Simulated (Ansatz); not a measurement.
A run of Ansatz 0.2.0:

The input input.yaml:

```yaml
crystal:
  lattice:
    - [4.803758, 0.0, 0.0]
    - [0.0, 4.803758, 0.0]
    - [0.0, 0.0, 4.803758]
  atoms:
    - { symbol: In, position: [0.5, 0.5, 0.0] }
    - { symbol: In, position: [0.5, 0.0, 0.5] }
    - { symbol: In, position: [0.0, 0.5, 0.5] }
    - { symbol: Se, position: [0.0, 0.0, 0.0] }
hamiltonian:
  xc: pbe0
  pseudopotentials: { kind: paw }
kpoints:
  mp_grid: { grid: [3, 3, 3] }
scf:
  occupations: { method: fermi_dirac, width: 0.05 }
  n_extra_bands: 10
output:
  forces: true
  stress: true
  eigenvalues: true
  dos: { projected: true, de: 0.05 }
  write_density: true
  write_potential: true
  elf: true
  volumetric_format: npy
```

Potentials or basis: Ansatz PAW.

Run with:

```sh
$ ansatz run input.yaml --threads 2 --pin off --max-ram 5632MiB --backend cpu --events-out ev --progress --plain --runs-dir out
```

Hardware: 2 threads of Arm Neoverse V2 (shared host).

How long does it take, and how much memory?

Wall time 16 s on 2 threads of Arm Neoverse V2, with other jobs on the host, peak memory 0.92 GiB. Counts: scf iterations 24, plane waves 2109, k points 4, bands 38.
